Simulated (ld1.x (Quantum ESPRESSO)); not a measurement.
# Changing the settings of a PAW potential for F, part 2 of 2

Aim: generate and test one potential in full, then change one design choice at a time and see what happens to hardness, ghosts and transferability.

ld1.x (Quantum ESPRESSO) 7.5; first potential PBE, scalar-relativistic. Earlier steps stand in the parts before.

## Step 6: Variant: local potential all-electron potential smoothed inside 2.02 bohr (lloc = -1)

File F.in:

```
 &input
   title='F', zed=9., rel=1, dft='PBE', iswitch=3,
   config='[He] 2s2 2p4.5 3d-2',
   nld=3, rlderiv=2.20, eminld=-5.0, emaxld=5.0, deld=0.02
 /
 &inputp
   pseudotype=3, lpaw=.true., tm=.true., lloc=-1, rcloc=2.02,
   nlcc=.true., new_core_ps=.true., rcore=0.45,
   which_augfun='PSQ', rmatch_augfun_nc=.true.,
   file_pseudopw='F.UPF', file_wfcaegen='ae.wfc', file_wfcncgen='nc.wfc', file_beta='beta', file_chi='chi', file_wfcusgen='us.wfc'
 /
6
2S  1  0   2.00   0.00  0.40  0.55  0.0
2S  1  0   0.00  -1.95  0.40  0.55  0.0
2P  2  1   4.50   0.00  1.45  1.75  0.0
2P  2  1   0.00  -0.70  1.45  1.75  0.0
3D  3  2  -2.00   0.20  0.95  1.30  0.0
3D  3  2  -2.00   1.00  0.95  1.30  0.0
 &test
   configts(1)='2s2 2p4.5'
 /
```

On the command line:

```bash
$ ld1.x < F.in > F.out
```

The output, F.out (without the banner and most projector matrices):

```text
     Program LD1 v.7.5
     [... all-electron run as in step 2 ...]


     --------------------- Generating PAW atomic setup --------------------

      Generating local potential from pseudized AE potential:
      Matching radius rcloc =   2.0200

      Local pseudo, rcloc= 2.019 Estimated cut-off energy=     5.77 Ry

      Computing core charge for nlcc:

       r > 0.45 : true rho core
      Core charge pseudized with two Bessel functions
      Integrated core pseudo-charge :   0.64
      Wfc-us  2S rcutus= 0.550  Estimated cut-off energy=   135.20 Ry
      Wfc-us  2S rcutus= 0.550  Estimated cut-off energy=   136.23 Ry
      Wfc-us  2P rcutus= 1.738  Estimated cut-off energy=    26.92 Ry
      Wfc-us  2P rcutus= 1.738  Estimated cut-off energy=    41.10 Ry
      Wfc-us  3D rcutus= 1.288  Estimated cut-off energy=    61.72 Ry
      Wfc-us  3D rcutus= 1.288  Estimated cut-off energy=    62.47 Ry

     Required augmentation: PSQ   radius:    1.750000

     Q pseudized with Bessel functions
     Expected ecutrho=    2294.8738 due to l1=  0   l2=  2

     Estimated PAW energy =  -58.522355 Ryd

     The PAW screened D coefficients
    -2.20074    -2.79777     0.00000     0.00000     0.00000     0.00000
    -2.79777    -3.57439     0.00000     0.00000     0.00000     0.00000
     0.00000     0.00000    -1.96431    -1.11679     0.00000     0.00000
     0.00000     0.00000    -1.11679    -0.68057     0.00000     0.00000
     0.00000     0.00000     0.00000     0.00000    -0.37257    -0.37840
     0.00000     0.00000     0.00000     0.00000    -0.37840    -0.38472

     The PAW descreened D coefficients (US)
    -2.07227    -2.62470     0.00000     0.00000     0.00000     0.00000
    -2.62470    -3.34140     0.00000     0.00000     0.00000     0.00000
     0.00000     0.00000    -0.44514    -0.25547     0.00000     0.00000
     0.00000     0.00000    -0.25547    -0.11535     0.00000     0.00000
     0.00000     0.00000     0.00000     0.00000    -0.37951    -0.38448
     0.00000     0.00000     0.00000     0.00000    -0.38448    -0.38984

     ------------------- End of pseudopotential generation -------------------

     [... all-electron run as in step 2 ...]


     Computing logarithmic derivative in   2.19031
     Computing logarithmic derivative in   2.19031
     Computing the partial wave expansion
     R is outside the sphere for l=    0 j= 0.00
     R is outside the sphere for l=    0 j= 0.00
     R is outside the sphere for l=    1 j= 0.00
     R is outside the sphere for l=    1 j= 0.00
     R is outside the sphere for l=    2 j= 0.00
     R is outside the sphere for l=    2 j= 0.00

     ---------------------- Testing the pseudopotential ----------------------

     F
     scalar relativistic calculation

     atomic number is  9.00   valence charge is  7.00
     dft = SLA  PW   PBX  PBC   lsd =0 sic =0 latt =0  beta=0.20 tr2=1.0E-14
     mesh =1105 r(mesh) =  99.76081 xmin = -7.00 dx = 0.01250

     n l     nl             e AE (Ry)        e PS (Ry)    De AE-PS (Ry)
     1 0     2S   1( 2.00)       -2.80814       -2.80814       -0.00000
     2 1     2P   1( 4.50)       -1.41356       -1.41356       -0.00000

     eps = 4.9E-15  iter =  3

     Etot =    -198.934914 Ry,     -99.467457 Ha,   -2706.647396 eV
     Etotps =   -58.522354 Ry,     -29.261177 Ha,    -796.237193 eV

     Ekin =      49.860787 Ry,      24.930394 Ha,     678.390572 eV
     Encl =    -126.685673 Ry,     -63.342836 Ha,   -1723.646386 eV
     Ehrt =      38.257527 Ry,      19.128764 Ha,     520.520175 eV
     Ecxc =     -19.954996 Ry,      -9.977498 Ha,    -271.501554 eV
     (Ecc =      -1.554865 Ry,      -0.777432 Ha,     -21.155014 eV)

     ---------------------- End of pseudopotential test ----------------------
```

It took 1.4 s on 1 thread, shared host. This counts the later configuration tests of the new file too.

The new file went through the configuration test as well (its log is not shown).

Excitation and ionisation energies from 2s2 2p4.5, with the error of the potential. A star marks tests that logged a warning.

```csv
valence configuration,charge,ΔE all-electron (eV),error AE − PS (meV)
2s2 2p5,0,-7.543,-1.0
2s2 2p4 *,+1,11.847,-4.2
2s2 2p3 *,+2,50.232,-55
2s2 2p2,+3,110.869,-188
2s2 2p1,+4,196.671,-326
2s1 2p6,0,11.270,-2.5
2s1 2p5,+1,30.949,-3.3
```

Against the first potential, the loose cutoff stays at 120 Ry, the largest test error goes from -294 to -326 meV and there is no bound ghost.

## Step 7: Results

This closing draws on all 2 parts.

Cutoffs, loose and tight: the cutoffs (Ry, on a coarse ladder) from which the occupation-weighted sum of valence levels, in a spherical-Bessel basis at the reference potential, stays within 10 and 1 mRy of its value at 400 Ry; empty and scattering waves don't count. The number of plane waves in a given cell goes as the cutoff to the power 3/2; it is given for the loose cutoff, relative to the first potential. Test errors are all-electron less pseudo. The phase difference is the largest within 1 Ry of zero, over the channels with partial waves. A dash means not determined. The table holds 3 more runs of the series, not printed above.

```csv
change,outcome,"cutoff, loose","cutoff, tight","plane waves, relative",bound ghosts,largest test error (meV),phase difference near zero (rad),lowest overlap eigenvalue (Bessel basis)
first potential,generated,120 Ry,200 Ry,1.00,none,-294,0.001,0.544
local potential all-electron potential smoothed inside 2.02 bohr (lloc = -1),generated,120 Ry,200 Ry,1.00,none,-326,0.002,0.981
"waves 2s (bound): rcut 0.40, rcutus 0.52 bohr; 2s channel at -1.95 Ry: rcut 0.40, rcutus 0.52 bohr",failed: new_paw_hamiltonian: negative rho,–,–,–,–,–,–,–
local potential all-electron potential smoothed inside 0.45 bohr (lloc = -1),"generated, overlap not positive",–,–,–,s (d not tested),-902,3.093,-55.648
"waves 2p (bound): rcut 1.45, rcutus 2.40 bohr; 2p channel at -0.7 Ry: rcut 1.45, rcutus 2.40 bohr","generated, overlap not positive",–,–,–,not determined,none usable,0.001,-0.105
```

**Reading.** Among those with the same tests and no ghost or faulty overlap, the first potential has the smallest worst error, -294 meV. 1 of the 4 potentials written has a bound ghost. 1 of the changes stops the generator.

The first potential by itself. By total energies transferability is fair for so large an energy: the largest error is 294 meV on 196.7 eV, for 2s2 2p1. That test lies far up in energy; among those under 40 eV, nearer to bonding, the largest error is 4.1 meV. Freezing the core alone would shift it much less, so the error comes from the pseudisation. By its cutoff, 120 Ry for the looser tolerance, it is hard. The slowest occupied level is 2s: taken alone it needs 140 Ry to come within 1 mRy, against 25 Ry for 2p. The Bessel-basis test finds no level below the valence levels.
